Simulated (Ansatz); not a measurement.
# TiSb: pressure against volume

One table from this session's results is given with a row withheld; the runs are named, their logs left out.

Computed with Ansatz 0.2.0 (DFT LDA, scalar-relativistic, unless a step's input says otherwise).

### The system as given

The structure is hexagonal, space group P6_3/mmc (No. 194). The conventional cell has a = 4.103 Å, b = 4.103 Å, c = 6.284 Å, α = 90.00°, β = 90.00°, γ = 120.00°. Ti (site symmetry -3m) has 6 Sb at 2.84 Å and 2 Ti at 3.14 Å as nearest neighbours. Sb (site symmetry -6m2) is surrounded by 6 Ti at 2.84 Å.

Structure file:

```xyz
4
Lattice="4.1033 0.0000 0.0000 -2.0516 3.5536 0.0000 0.0000 0.0000 6.2836" Properties=species:S:1:pos:R:3 pbc="T T T"
Ti    0.0000    0.0000    0.0000
Ti    0.0000    0.0000    3.1418
Sb    0.0000    2.3690    1.5709
Sb    2.0516    1.1845    4.7127
```

Atoms are numbered in the order of the input: Ti1, Ti2, Sb3, Sb4.

The first run:

File input.yaml:

```yaml
crystal:
  lattice:
    - [4.0195348148, 0.0, 0.0]
    - [-2.0097674075, 3.4810192611, 0.0]
    - [0.0, 0.0, 6.1553272727]
  atoms:
    - { symbol: Ti, position: [0.0, 0.0, 0.0] }
    - { symbol: Ti, position: [0.0, 0.0, 0.5] }
    - { symbol: Sb, position: [0.3333333333, 0.6666666667, 0.25] }
    - { symbol: Sb, position: [0.6666666667, 0.3333333333, 0.75] }
kpoints:
  mp_grid: { grid: [12, 12, 7] }
  band_path:
    path:
      - [0.0, 0.0, 0.0]
      - [0.5, 0.0, 0.0]
      - [0.3333333333, 0.3333333333, 0.0]
      - [0.0, 0.0, 0.0]
      - [0.0, 0.0, 0.5]
      - [0.5, 0.0, 0.5]
      - [0.3333333333, 0.3333333333, 0.5]
      - [0.0, 0.0, 0.5]
      - [0.5, 0.0, 0.5]
    npoints: 5
scf:
  occupations: { method: fermi_dirac, width: 0.03 }
hamiltonian:
  xc: lda
  pseudopotentials: { kind: all_electron, lapw: { basis_error: 0.001 } }
output:
  forces: true
  stress: true
  eigenvalues: true
```

Launch:

```sh
ansatz run input.yaml --threads 1 --pin off --max-ram 4096MiB --backend cpu --events-out ev --progress --plain --runs-dir out
```

Steps of the session up to this table: Volume × 0.94, LAPW; Volume × 0.94, PAW; Volume × 0.94, crystal datasets; Volume × 0.98, LAPW; Volume × 0.98, PAW; Volume × 0.98, crystal datasets; Volume × 1.01, LAPW; Volume × 1.01, PAW; Volume × 1.01, crystal datasets; Volume × 1.04, LAPW; Volume × 1.04, PAW; Volume × 1.04, crystal datasets.

One of the session's tables, all rows but one given; the rest of the session is left out.

| method | volume (Å³/atom) | pressure (GPa) |
| --- | --- | --- |
| LAPW | 21.531 | -3.59 |
| LAPW | 22.448 | -7.05 |
| LAPW | 23.135 | -9.15 |
| LAPW | 23.822 | -10.90 |
| PAW | 21.531 | ? |
| PAW | 22.448 | -7.06 |
| PAW | 23.135 | -9.16 |
| PAW | 23.822 | -10.91 |
| crystal datasets | 21.531 | -3.59 |
| crystal datasets | 22.448 | -7.05 |
| crystal datasets | 23.135 | -9.15 |
| crystal datasets | 23.822 | -10.90 |

**Question.** Estimate the row for PAW, 21.531.

As computed: pressure (GPa): -3.61. In the column «pressure (GPa)» it lies between crystal datasets, 22.448 (-7.05) and LAPW, 21.531 (-3.59).

Caveats from the session: Warnings in the runs' records: gradients without spin orbit, crystal datasets made.
